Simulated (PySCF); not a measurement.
# TlSe+: from the state search to spectroscopic constants

The task here is to estimate one member of a computed series from the others.

The runs use PySCF 2.14.0; Tl cc-pVDZ-PP with ECP60, Se cc-pVDZ-PP with ECP10, scalar-relativistic core potentials.

The first run:

Settings of the job:

```yaml
atoms: Tl, Se
charge: 1
basis: Tl cc-pVDZ-PP with ECP60, Se cc-pVDZ-PP with ECP10
Hamiltonian: scalar-relativistic core potentials
basis_functions: 46
electrons_treated: 44
masses_in_u: 204.9744, 79.9165
levels: PBE0, PBE, r²SCAN, B2PLYP, BP86, r²SCAN0, ωB97X, HF, MP2, SCS-MP2, CCSD, CCSD(T)
grid: 80 radial by 434 angular points
occupations: held fixed by the projection of orbital angular momentum
dissociation_limit: Tl+ + Se, each in its ground configuration
starting_distance_in_angstrom: 2.645
values_of_2S_to_try: 0, 2
```

On the command line:

```console
> OMP_NUM_THREADS=1 python dia.py task.json out
```

Steps of the session up to this table: Input; First curve: PBE0; Other states along the same grid; PBE (GGA); r²SCAN; B2PLYP; BP86; r²SCAN0; ωB97X (range-separated hybrid); UHF; MP2 and coupled cluster.

One table of the session follows, with a row left open; its other results are not shown here.

| level | Re (Å) | ωe (cm⁻¹) | De (eV) |
| --- | --- | --- | --- |
| UHF | 3.520 | 61.1 | 0.343 |
| UHF-MP2 | 3.346 | 76.4 | 0.479 |
| UHF-SCS-MP2 | 3.383 | 73.2 | 0.448 |
| UHF-CCSD | 3.370 | 74.5 | 0.463 |
| UHF-CCSD(T) | ? | ? | ? |
| PBE | 3.266 | 86.6 | 0.68 |
| BP86 | 3.267 | 86.5 | 0.65 |
| r²SCAN | 3.252 | 87.6 | 0.63 |
| PBE0 | 3.267 | 85.2 | 0.60 |
| r²SCAN0 | 3.258 | 85.8 | 0.58 |
| ωB97X | 3.304 | 82.9 | 0.59 |
| B2PLYP | 3.318 | 80.5 | 0.53 |

Estimate the missing values for UHF-CCSD(T).

As computed: Re (Å): 3.351; ωe (cm⁻¹): 76.7; De (eV): 0.484. In the column «Re (Å)» it lies between UHF-MP2 (3.346) and UHF-CCSD (3.370).

De is counted to Tl+ + Se in their ground configurations.
